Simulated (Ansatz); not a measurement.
## BH8NSi2, SMILES N[SiH2]B[SiH3]: a single point in a Gaussian basis, step by step

Computed with Ansatz 0.2.0 through its Python package.

Notebook, run cell by cell (the value of a cell's last expression is shown):

**Cell 1**
```python
import ansatz as az

geometry_ang = [
    ('N', (-1.3516, 2.0009, 0.0833)),
    ('Si', (-1.2821, 0.2973, -0.3027)),
    ('B', (0.5417, -0.1686, -0.6462)),
    ('Si', (1.5281, -1.4673, 0.4926)),
    ('H', (-0.7786, 2.2167, 0.8757)),
    ('H', (-0.9847, 2.5748, -0.7392)),
    ('H', (-1.7597, -0.4772, 0.8407)),
    ('H', (-2.0398, 0.0145, -1.5043)),
    ('H', (1.1719, 0.3646, -1.4701)),
    ('H', (0.7417, -2.7584, 0.4265)),
    ('H', (1.4268, -1.0068, 1.91)),
    ('H', (2.8634, -1.6457, 0.0678)),
]
mol = az.Crystal.molecule()
for symbol, xyz in geometry_ang:
    mol = mol.atom(symbol, xyz)
```

**Cell 2**
```python
calculation = (
    mol.calculation()
    .basis(gaussian='pcseg-2')
    .correlation('mp2')
)
print(calculation.to_yaml())
rep = calculation.session().plan(threads=1).execute().report
```
Output:
```text
crystal:
  periodic: [false, false, false]
  atoms:
    - { symbol: "N", position_ang: [-1.3516, 2.0009, 0.0833] }
    - { symbol: Si, position_ang: [-1.2821, 0.2973, -0.3027] }
    - { symbol: B, position_ang: [0.5417, -0.1686, -0.6462] }
    - { symbol: Si, position_ang: [1.5281, -1.4673, 0.4926] }
    - { symbol: H, position_ang: [-0.7786, 2.2167, 0.8757] }
    - { symbol: H, position_ang: [-0.9847, 2.5748, -0.7392] }
    - { symbol: H, position_ang: [-1.7597, -0.4772, 0.8407] }
    - { symbol: H, position_ang: [-2.0398, 0.0145, -1.5043] }
    - { symbol: H, position_ang: [1.1719, 0.3646, -1.4701] }
    - { symbol: H, position_ang: [0.7417, -2.7584, 0.4265] }
    - { symbol: H, position_ang: [1.4268, -1.0068, 1.91] }
    - { symbol: H, position_ang: [2.8634, -1.6457, 0.0678] }
basis:
  gaussian:
    orbitals: pcseg-2
correlation:
  method: mp2
```

**Cell 3**
```python
print('reference energy %16.6f eV' % rep['reference_energy_ev'])
print('total energy     %16.6f eV' % rep['free_energy_ev'])
print('occupied (up, down):', rep['n_occupied'], ' virtual:', rep['n_virtual'], ' frozen:', rep['n_frozen'])
```
Output:
```text
reference energy    -18004.824495 eV
total energy        -18020.045265 eV
occupied (up, down): [12, 12]  virtual: [216, 216]  frozen: 12
```

**Cell 4**
```python
print('correlation energy', round(rep['free_energy_ev'] - rep['reference_energy_ev'], 5), 'eV')
cluster = rep['correlation'].get('coupled_cluster')
if cluster:
    print('cycles', cluster['cycles'], ' T1 diagnostic', round(cluster['t1_diagnostic'], 4), ' largest double', round(cluster['largest_double'], 4))

field = rep['mean_field']
print('<S^2> =', round(abs(field['state']['spin_squared']), 4), ' relativity:', field['relativity'])
print('passes:', field['passes'])
if 'symmetry' in field:
    print('occupied orbitals by irrep:', field['symmetry']['occupied'])
```
Output:
```text
correlation energy -15.22077 eV
<S^2> = 0.0  relativity: none
passes: {'evaluations': 12, 'products': 41}
occupied orbitals by irrep: [{'A': 24}, {'A': 24}]
```

Total energies depend on the basis set; only differences at equal settings carry meaning. The geometry is a force-field or estimated start, not a minimum of this method, and the basis set is short of its limit. Inner cores stay frozen, so this is valence correlation. S² is that of the Hartree-Fock reference. Finished in 7 s on 1 thread of Arm Neoverse V2, on a shared host, peak memory 0.54 GiB.

(Lines on the test bed's own set-up are left out of the output.)
